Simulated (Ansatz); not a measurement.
**CH9NSi2: up Jacob's ladder to CCSD(T)**

The task here is to estimate one member of a computed series from the others.

Method: functionals in def2-TZVPP, the program's frozen cores in correlated methods; program: Ansatz 0.2.0, Gaussian basis.

Levels to be run: LDA (SPW92), PBE-D4, revPBE-D4, BLYP-D4, r2SCAN-D4, B97M-V, PBE0-D4, B3LYP-D4, r2SCANh-D4, r2SCAN0-D4, HSE06-D4, BHLYP-D4, CAM-B3LYP-D4, LC-ωPBE, ωB97X-V, ωB97M-V, B2PLYP, PBE-QIDH; CCSD(T)/def2-SVP; CCSD(T)/def2-TZVPP; MP2/def2-QZVPP; extrapolation to the limit; RPA on PBE.

### Structure used throughout

All runs share one geometry, relaxed beforehand with PBE0-D4 in a triple-zeta def2 set.

SMILES `[SiH3]CN[SiH3]`, 13 atoms, charge 0, spin multiplicity 1.

Atoms are counted from 1 here; the program's logs count them from 0.

Bond lengths: Si1–C2 1.886 Å, Si1–H5 1.485 Å, Si1–H6 1.488 Å, Si1–H7 1.490 Å, C2–N3 1.454 Å, C2–H8 1.101 Å, C2–H9 1.097 Å, N3–Si4 1.719 Å, N3–H10 1.008 Å, Si4–H11 1.486 Å, Si4–H12 1.488 Å, Si4–H13 1.495 Å. Angles: C2–Si1–H5 110.5°, C2–Si1–H6 110.8°, C2–Si1–H7 108.6°, H5–Si1–H6 109.5°, H5–Si1–H7 108.6°, H6–Si1–H7 108.8°, Si1–C2–N3 110.9°, Si1–C2–H8 110.1°, Si1–C2–H9 107.4°, N3–C2–H8 113.4°, N3–C2–H9 108.9°, H8–C2–H9 105.8°, C2–N3–Si4 122.7°, C2–N3–H10 114.0°, Si4–N3–H10 118.1°, N3–Si4–H11 107.4°, N3–Si4–H12 108.6°, N3–Si4–H13 114.6° and more.

The first run:

in.yaml

```yaml
crystal:
  periodic: [false, false, false]
  atoms:
    - {symbol: Si, position_ang: [-0.405821, 2.111356, -0.299238]}
    - {symbol: C, position_ang: [-0.540295, 0.371911, 0.416653]}
    - {symbol: N, position_ang: [0.600418, -0.439522, 0.024420]}
    - {symbol: Si, position_ang: [0.533401, -2.154445, -0.064481]}
    - {symbol: H, position_ang: [-0.493398, 2.070783, -1.781585]}
    - {symbol: H, position_ang: [-1.480363, 2.989435, 0.239086]}
    - {symbol: H, position_ang: [0.917104, 2.680872, 0.082627]}
    - {symbol: H, position_ang: [-0.687494, 0.421244, 1.506232]}
    - {symbol: H, position_ang: [-1.454039, -0.079520, 0.012008]}
    - {symbol: H, position_ang: [1.492505, -0.008157, 0.208474]}
    - {symbol: H, position_ang: [1.842524, -2.624203, -0.586339]}
    - {symbol: H, position_ang: [-0.572733, -2.538278, -0.982294]}
    - {symbol: H, position_ang: [0.268790, -2.836277, 1.239238]}
basis:
  gaussian: {orbitals: def2-TZVPP}
hamiltonian: {xc: lda}
output: {orbitals: {seedname: orbitals}}
```

Started as:

```bash
$ ansatz run in.yaml --threads 4 --pin off --events-out ev --progress --plain --max-ram 10444MiB
```

Among the steps run: LDA; PBE-D4 (GGA); revPBE-D4 (GGA); BLYP-D4 (GGA); r2SCAN-D4 (meta-GGA); B97M-V (meta-GGA); B3LYP-D4 (hybrid); r2SCANh-D4 (hybrid); r2SCAN0-D4 (hybrid); HSE06-D4 (hybrid); BHLYP-D4 (hybrid); CAM-B3LYP-D4 (range-separated); LC-ωPBE (range-separated); ωB97X-V (range-separated); ωB97M-V (range-separated); B2PLYP (double hybrid); PBE-QIDH (double hybrid).

One of the session's tables, all rows but one given; the rest of the session is left out.

It belongs to the step «Frontier levels by functional». 

```
  functional  HOMO (eV)  gap (eV)
 LDA (SPW92)      -5.63      4.74
      PBE-D4      -5.52      4.88
   revPBE-D4      -5.48      4.94
     BLYP-D4      -5.41      4.88
   r2SCAN-D4      -5.77      5.58
      B97M-V      -5.99      5.43
     PBE0-D4      -6.83      7.02
    B3LYP-D4      -6.62      6.58
  r2SCANh-D4      -6.27      6.34
  r2SCAN0-D4      -7.01      7.48
    HSE06-D4          ?         ?
    BHLYP-D4      -8.08      9.06
CAM-B3LYP-D4      -8.21      9.31
     LC-ωPBE      -9.56     11.86
     ωB97X-V      -9.22     11.34
     ωB97M-V      -9.14     10.90
```

**Question.** Estimate the row for HSE06-D4.

**Answer.** HOMO (eV): -6.43; gap (eV): 6.25. In the column «HOMO (eV)» it lies between B3LYP-D4 (-6.62) and r2SCANh-D4 (-6.27).
